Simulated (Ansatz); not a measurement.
What does this script print? It uses Ansatz 0.2.0, Python API.

Contents of `hgte.cif`:
```cif
data_HgTe
_cell_length_a 4.580737
_cell_length_b 4.580737
_cell_length_c 4.580737
_cell_angle_alpha 96.65502
_cell_angle_beta 96.65502
_cell_angle_gamma 140.19413
_symmetry_space_group_name_H-M 'P 1'
_symmetry_Int_Tables_number 1
loop_
_symmetry_equiv_pos_as_xyz
'x, y, z'
loop_
_atom_site_label
_atom_site_type_symbol
_atom_site_fract_x
_atom_site_fract_y
_atom_site_fract_z
Hg1 Hg    0.250000    0.750000    0.500000
Te2 Te    0.000000    0.000000    0.000000
```

Script `hgte_kconv.py`:
```python
'''Convergence of HgTe with the k-point mesh.'''

import logging
import sys

import ansatz as az
from ase.io import read
import pandas as pd

logging.basicConfig(stream=sys.stdout, format='%(levelname)s:%(name)s:%(message)s')
logger = logging.getLogger('hgte')
logger.setLevel(logging.INFO)

atoms = read('hgte.cif')
system = az.Crystal.from_ase(atoms)

base = system.calculation().functional('PBEsol').occupations('fermi_dirac', width=0.1)

rows = []
for value in [0.8, 0.6, 0.5, 0.4, 0.33]:
    summary = base.kpoints(spacing=value).run(threads=1).report
    rows.append((value, summary['free_energy_ev'] / len(summary['lattice']['sites']), summary['n_iterations'], summary['n_kpoints']))

table = pd.DataFrame(rows, columns=['spacing (1/A)', 'F/atom (eV)', 'iterations', 'k-points'])
print(table.round(5).to_string(index=False))

# differences from the last row
for row in rows[:-1]:
    shift = 1000 * (row[1] - rows[-1][1])
    logger.info(f'{row[0]}: {shift:+.2f} meV/atom' + ('  (within 2 meV)' if abs(shift) < 2 else ''))
```

```console
$ python hgte_kconv.py
DeckWarning: basis.ecutwfc = 420 eV, auto-derived from the records' recommended cutoffs: set by Hg (normal level)
 spacing (1/A)  F/atom (eV)  iterations  k-points
          0.80 -10285.02619           6         6
          0.60 -10284.74592           6        13
          0.50 -10284.67792           7        18
          0.40 -10284.70387           7        30
          0.33 -10284.76903           7        40
INFO:hgte:0.8: -257.16 meV/atom
INFO:hgte:0.6: +23.11 meV/atom
INFO:hgte:0.5: +91.11 meV/atom
INFO:hgte:0.4: +65.16 meV/atom
```
(Warnings from the package without file and line.)

Caveats:
- Spin-orbit coupling, which matters for elements this heavy, is left out.
- This cell is a computed structure, which may not be the phase found in nature.
- Shifts are counted from the finest mesh, which is itself no proven limit.
- Wall time of the script: 14 s on 1 thread of Arm Neoverse V1, with other jobs on the host, peak memory 0.5 GiB.
